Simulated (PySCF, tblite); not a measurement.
# C6H5F2O radical: geometry, infrared bands and EPR parameters

What infrared bands and EPR parameters should C6H5F2O radical (`OC1=C(F)C=C[C](F)C1`) show?

The runs use tblite 0.8.0 and PySCF 2.14.0, with density-fitted response routines of our own; the level of theory stands in each step. All values are computed, except where a source is named. Atoms count from 0, in the outputs and in this text.

### Step 1. The starting structure

14 atoms, charge 0, multiplicity 2; geometry from: force field or distance geometry start.

Bonds of the start (Å): O0–C1 1.42, C1–C2 1.30, C2–F3 1.35, C2–C4 1.47, C4–C5 1.31, C5–C6 1.45, C6–F7 1.41, C6–C8 1.48, C8–C1 1.46, O0–H9 1.00, C4–H10 1.08, C5–H11 1.12, C8–H12 1.13, C8–H13 1.15.

### Step 2. Optimising the geometry with GFN2-xTB

The job: settings as JSON, then the geometry in Å.

```
{"job": {"kind": "relax", "xc": "GFN2-xTB", "basis": "xTB"}, "charge": 0, "multiplicity": 2}
O      2.282900     0.601100    -0.594200
C      0.917500     0.334200    -0.311100
C      0.122400     1.359400    -0.337400
F      0.506600     2.615300    -0.642700
C     -1.288800     1.105300    -0.036000
C     -1.650100    -0.121700     0.237700
C     -0.845500    -1.325300     0.308900
F     -0.872700    -1.899900     1.594200
C      0.581700    -1.054300     0.008800
H      2.916600    -0.174200    -0.548100
H     -1.973700     1.943000    -0.072100
H     -2.737900    -0.242700     0.458800
H      1.236500    -1.462800     0.838500
H      0.803700    -1.677900    -0.927600
```

Command:

```bash
$ OMP_NUM_THREADS=1 python probes_run.py task.json out
```

One launch serves the whole session: the jobs run in the order shown.

**Question.** This job is followed by: GFN2-xTB harmonic vibrations, gas phase; UKS B3LYP, pcH-1 on C F H O, non-relativistic, mean-field spin-orbit, GIAO. Predict these results of the whole session: strongest single infrared mode (GFN2-xTB); zero-point energy (GFN2-xTB); g(iso) (B3LYP); ⟨S²⟩; largest a(iso) (averaged by class); potential on the surface of density 0.002 e/bohr³, 1st and 99th percentile.

As calculated:

```
                                                                  quantity                      value
                                 strongest single infrared mode (GFN2-xTB)      1170 cm⁻¹, 190 km/mol
                                              zero-point energy (GFN2-xTB)              58.9 kcal/mol
                                                            g(iso) (B3LYP)                    2.00313
                                                                      ⟨S²⟩         0.784 (exact 0.75)
                                        largest a(iso) (averaged by class)  1H on H12, H13, 136.6 MHz
potential on the surface of density 0.002 e/bohr³, 1st and 99th percentile         -1.26 V and 2.77 V
```

**Reading.** Over 69 steps the energy fell by 1.585 eV; of the close pairs, C5–C6 changed most, 1.450 to 1.351 Å. All 36 modes are real, so the xTB geometry is a minimum. The strongest single mode, at 1170 cm⁻¹, is spread over many atoms; the largest shares are those of C2, H9. Unscaled tight-binding wavenumbers are off by several per cent, some by more. Its intensities can rank the bands wrongly. C4 carries the largest spin population, 0.53 e. The isotropic g lies 0.8 ppt above the free-electron value. The conformer search found further structures of the same energy, which may be mirror or relabelled copies of this one.
